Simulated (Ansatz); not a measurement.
# C₉H₁₀O₃SiW: basis-set convergence

Aim: see how fast density functionals converge with the basis set for C₉H₁₀O₃SiW.

Method: one geometry, several basis sets; program: Ansatz 0.2.0, Gaussian basis.

Levels to be run: PBE0-D4/def2-SVP; ωB97M-V/def2-SVP; PBE0-D4/def2-QZVPP; ωB97M-V/def2-QZVPP; the functionals' def2-TZVPP values are taken from earlier runs.

## (1) The relaxed structure

The geometry comes from an earlier relaxation with PBE0-D4 in a triple-zeta def2 set; it is a stationary point, not always the lowest conformer. W takes the def2 core potential; no spin-orbit term is included.

SMILES `[CH3][W-3]1234([C]#[O+])([C]#[O+])([C]#[O+])[C@@H]5[C@H]1[C@H]2[C@@]3([SiH3])[C@@H]54`, 24 atoms, charge 0, spin multiplicity 1.

Atoms are counted from 1 here; the program's logs count them from 0.

Bond lengths: C1–W2 2.297 Å, C1–H15 1.088 Å, C1–H16 1.091 Å, C1–H17 1.092 Å, W2–C3 1.986 Å, W2–C5 1.986 Å, W2–C7 1.991 Å, W2–C9 2.338 Å, W2–C10 2.379 Å, W2–C11 2.377 Å, W2–C12 2.355 Å, W2–C14 2.318 Å, C3–O4 1.146 Å, C5–O6 1.146 Å, C7–O8 1.147 Å, C9–C10 1.419 Å, C9–C14 1.422 Å, C9–H18 1.079 Å and more. Angles: W2–C1–H15 114.3°, W2–C1–H16 108.9°, W2–C1–H17 108.3°, H15–C1–H16 108.1°, H15–C1–H17 108.1°, H16–C1–H17 109.0°, C1–W2–C3 73.3°, C1–W2–C5 73.2°, C1–W2–C7 132.1°, C1–W2–C9 134.0°, C1–W2–C10 99.5°, C1–W2–C11 79.7°, C1–W2–C12 96.8°, C1–W2–C14 132.3°, C3–W2–C5 104.0°, C3–W2–C7 78.1°, C3–W2–C9 108.6°, C3–W2–C10 96.3° and more.

## (2) PBE0-D4 in def2-SVP

The input, in.yaml:

```yaml
crystal:
  periodic: [false, false, false]
  atoms:
    - {symbol: C, position_ang: [0.698160, -1.984604, 0.818829]}
    - {symbol: W, position_ang: [-0.126780, 0.159348, 0.828747]}
    - {symbol: C, position_ang: [0.681230, -0.149404, 2.616991]}
    - {symbol: O, position_ang: [1.195101, -0.318909, 3.626803]}
    - {symbol: C, position_ang: [-1.694975, -1.057938, 0.792873]}
    - {symbol: O, position_ang: [-2.592127, -1.767443, 0.724718]}
    - {symbol: C, position_ang: [-1.415362, 1.088374, 2.028533]}
    - {symbol: O, position_ang: [-2.157893, 1.624961, 2.718584]}
    - {symbol: C, position_ang: [0.649230, 2.202951, 0.000582]}
    - {symbol: C, position_ang: [1.738728, 1.300653, -0.108351]}
    - {symbol: C, position_ang: [1.365669, 0.287376, -1.017303]}
    - {symbol: C, position_ang: [0.042341, 0.532741, -1.490396]}
    - {symbol: Si, position_ang: [-0.926519, -0.492390, -2.704642]}
    - {symbol: C, position_ang: [-0.390538, 1.735954, -0.849751]}
    - {symbol: H, position_ang: [0.294089, -2.624236, 1.601295]}
    - {symbol: H, position_ang: [1.782256, -1.947013, 0.937903]}
    - {symbol: H, position_ang: [0.462835, -2.437862, -0.145900]}
    - {symbol: H, position_ang: [0.627439, 3.099341, 0.601455]}
    - {symbol: H, position_ang: [2.685023, 1.377795, 0.405487]}
    - {symbol: H, position_ang: [1.977197, -0.560291, -1.289094]}
    - {symbol: H, position_ang: [-0.620164, -1.929201, -2.492522]}
    - {symbol: H, position_ang: [-2.372552, -0.232087, -2.499390]}
    - {symbol: H, position_ang: [-0.559750, -0.129012, -4.099536]}
    - {symbol: H, position_ang: [-1.342647, 2.220917, -1.005947]}
basis:
  gaussian: {orbitals: def2-SVP}
hamiltonian: {xc: pbe0, dispersion: d4}
output: {orbitals: {seedname: orbitals}}
```

Started as:

```console
$ ansatz run in.yaml --threads 11 --pin off --events-out ev --progress --plain --max-ram 174080MiB --backend cpu
```

What it wrote:

```text
Functional definition: PBE0
  name "PBE0"
  cite "Adamo & Barone, J. Chem. Phys. 110, 6158 (1999) doi:10.1063/1.478522"
  cite "Perdew, Burke & Ernzerhof, Phys. Rev. Lett. 77, 3865 (1996) doi:10.1103/PhysRevLett.77.3865"
  parent pbe
  parameter a = 0.25
  parameter kappa = 0.804
  parameter beta = 0.06672455060314922
  exchange = (1 - a)*pbe_x(kappa = kappa, mu = beta*pi^2/3) + a*exact_x
  correlation = pbe_c(beta = beta)
2974 factors; their error is unknown
mean field evaluation 1: about -25294.6376 eV, gradient 7.3e1 eV
mean field evaluation 2: about -25279.5578 eV, gradient 1.1e2 eV
mean field evaluation 4: about -25306.1425 eV, gradient 1.4e1 eV
mean field evaluation 8: about -25306.5664 eV, gradient 3.4e-1 eV
mean field evaluation 16: about -25306.6480 eV, gradient 3.7e-3 eV
mean field -25306.64797497 eV, -930.0021596182 hartree, gradient 2.5e-5 eV, S^2 0.000000; 0 other end points of the search recorded, 0 dependent functions left out
reference -25306.64802697 eV, -930.0021615288 hartree; 58, 58 occupied and 210, 210 virtual orbitals, 2974 factors
Total energy: -25307.50025681 eV, -930.0334803980 hartree
```

Wall time 19 s (11 threads of AMD EPYC 7R13, shared host); peak memory 1.8 GiB.

## (3) ωB97M-V in def2-SVP

Edit in.yaml of step 2 so:

```diff
@@ -29,3 +29,3 @@
   gaussian: {orbitals: def2-SVP}
-hamiltonian: {xc: pbe0, dispersion: d4}
+hamiltonian: {xc: {name: wB97M-V}}
 output: {orbitals: {seedname: orbitals}}
```

The command is unchanged.

What it wrote, shortened:

```text
Functional definition: wB97M-V
  name "wB97M-V"
  cite "Mardirossian & Head-Gordon, J. Chem. Phys. 144, 214110 (2016) doi:10.1063/1.4952647"
  cite "Becke, J. Chem. Phys. 107, 8554 (1997) doi:10.1063/1.475007"
  cite "Vydrov & Van Voorhis, J. Chem. Phys. 133, 244103 (2010) doi:10.1063/1.3521275"
  # Of w^i u^j: cxij and so on, Table III.
[...]
  gx(w, u) = 1 - cx + cx01*u + cx10*w
  gss(w, u) = css00 + css04*u^4 + css10*w + css20*w^2 + css43*w^4*u^3
  gos(w, u) = cos00 + cos10*w + (cos20 + cos21*u)*w^2 + (cos60 + cos61*u)*w^6
[...]
      + integral(e_c_pw_mod_opposite_spin*gos(b97_w_opposite, b97_u_opposite)) + vv10(b, c)
2949 factors; their error is unknown
674 factors; integrals over basis functions are off by at most 5.6e-6 eV
[...]
mean field -25319.34034569 eV, -930.4685956387 hartree, gradient 4.2e-5 eV, S^2 0.000000; 0 other end points of the search recorded, 0 dependent functions left out
reference -25319.34042967 eV, -930.4685987249 hartree; 58, 58 occupied and 210, 210 virtual orbitals, 2949 factors
Total energy: -25319.34042967 eV, -930.4685987249 hartree
```

Wall time 42 s (11 threads of AMD EPYC 7R13, shared host); peak memory 2.3 GiB.

## (4) PBE0-D4 in def2-QZVPP

Edit in.yaml of step 3 so:

```diff
@@ -28,4 +28,4 @@
 basis:
-  gaussian: {orbitals: def2-SVP}
-hamiltonian: {xc: {name: wB97M-V}}
+  gaussian: {orbitals: "def2-QZVPP.json"}
+hamiltonian: {xc: pbe0, dispersion: d4}
 output: {orbitals: {seedname: orbitals}}
```

Started as:

```console
$ ansatz run in.yaml --threads 11 --pin off --events-out ev --progress --plain --max-ram 174080MiB --backend cuda --devices 0, --max-vram 75GiB
```

What it wrote:

```text
Functional definition: PBE0
  name "PBE0"
  cite "Adamo & Barone, J. Chem. Phys. 110, 6158 (1999) doi:10.1063/1.478522"
  cite "Perdew, Burke & Ernzerhof, Phys. Rev. Lett. 77, 3865 (1996) doi:10.1103/PhysRevLett.77.3865"
  parent pbe
  parameter a = 0.25
  parameter kappa = 0.804
  parameter beta = 0.06672455060314922
  exchange = (1 - a)*pbe_x(kappa = kappa, mu = beta*pi^2/3) + a*exact_x
  correlation = pbe_c(beta = beta)
3544 factors; their error is unknown
mean field evaluation 1: about -25309.9826 eV, gradient 9.5e1 eV
mean field evaluation 2: about -25285.3070 eV, gradient 1.4e2 eV
mean field evaluation 4: about -25328.0201 eV, gradient 1.8e1 eV
mean field evaluation 8: about -25328.6833 eV, gradient 1.8e-1 eV
mean field evaluation 16: about -25328.7032 eV, gradient 2.5e-3 eV
mean field -25328.70322033 eV, -930.8126749355 hartree, gradient 1.7e-5 eV, S^2 0.000000; 0 other end points of the search recorded, 0 dependent functions left out
reference -25328.70327719 eV, -930.8126770251 hartree; 58, 58 occupied and 1077, 1077 virtual orbitals, 3544 factors
Total energy: -25329.55550704 eV, -930.8439958943 hartree
```

Wall time 15 s (1 × H100 with 11 threads of AMD EPYC 7R13, shared host); peak host memory 1.9 GiB.

## (5) ωB97M-V in def2-QZVPP

Edit in.yaml of step 4 so:

```diff
@@ -29,3 +29,3 @@
   gaussian: {orbitals: "def2-QZVPP.json"}
-hamiltonian: {xc: pbe0, dispersion: d4}
+hamiltonian: {xc: {name: wB97M-V}}
 output: {orbitals: {seedname: orbitals}}
```

Same command.

What it wrote, shortened:

```text
Functional definition: wB97M-V
  name "wB97M-V"
  cite "Mardirossian & Head-Gordon, J. Chem. Phys. 144, 214110 (2016) doi:10.1063/1.4952647"
  cite "Becke, J. Chem. Phys. 107, 8554 (1997) doi:10.1063/1.475007"
  cite "Vydrov & Van Voorhis, J. Chem. Phys. 133, 244103 (2010) doi:10.1063/1.3521275"
  # Of w^i u^j: cxij and so on, Table III.
[...]
  gx(w, u) = 1 - cx + cx01*u + cx10*w
  gss(w, u) = css00 + css04*u^4 + css10*w + css20*w^2 + css43*w^4*u^3
  gos(w, u) = cos00 + cos10*w + (cos20 + cos21*u)*w^2 + (cos60 + cos61*u)*w^6
[...]
      + integral(e_c_pw_mod_opposite_spin*gos(b97_w_opposite, b97_u_opposite)) + vv10(b, c)
3484 factors; their error is unknown
870 factors; integrals over basis functions are off by at most 6.6e-6 eV
[...]
mean field -25341.97588375 eV, -931.3004363198 hartree, gradient 5.4e-5 eV, S^2 0.000000; 0 other end points of the search recorded, 0 dependent functions left out
reference -25341.97597475 eV, -931.3004396637 hartree; 58, 58 occupied and 1077, 1077 virtual orbitals, 3484 factors
Total energy: -25341.97597475 eV, -931.3004396637 hartree
```

Run time: 23 s. Hardware: 1 × H100 with 11 threads of AMD EPYC 7R13, shared host; peak host memory 2.1 GiB.

## (6) Density functionals: the series

The def2-TZVPP values come from earlier runs at the same geometry.

```csv
functional,basis,functions,energy (eV),from the largest (eV),HOMO (eV),LUMO (eV)
PBE0-D4,def2-SVP,268,-25307.5003,22.055,-6.36,-1.34
PBE0-D4,def2-TZVPP,610,-25328.4459,1.110,-6.32,-1.39
PBE0-D4,def2-QZVPP,1135,-25329.5555,0.000,-6.34,-1.42
ωB97M-V,def2-SVP,268,-25319.3404,22.636,-8.26,0.75
ωB97M-V,def2-TZVPP,610,-25340.9461,1.030,-8.25,0.65
ωB97M-V,def2-QZVPP,1135,-25341.9760,0.000,-8.26,0.58
```

## (7) What came out

| quantity | value |
| --- | --- |
| PBE0-D4: double and triple zeta above quadruple | 22.06, 1.11 eV |
| ωB97M-V: double and triple zeta above quadruple | 22.64, 1.03 eV |

What this shows: For PBE0-D4 the step from double to triple zeta gains 20.95 eV and the next only 1.11 eV. These are total energies; as a rule much of such shifts cancels in differences, which this series doesn't test.
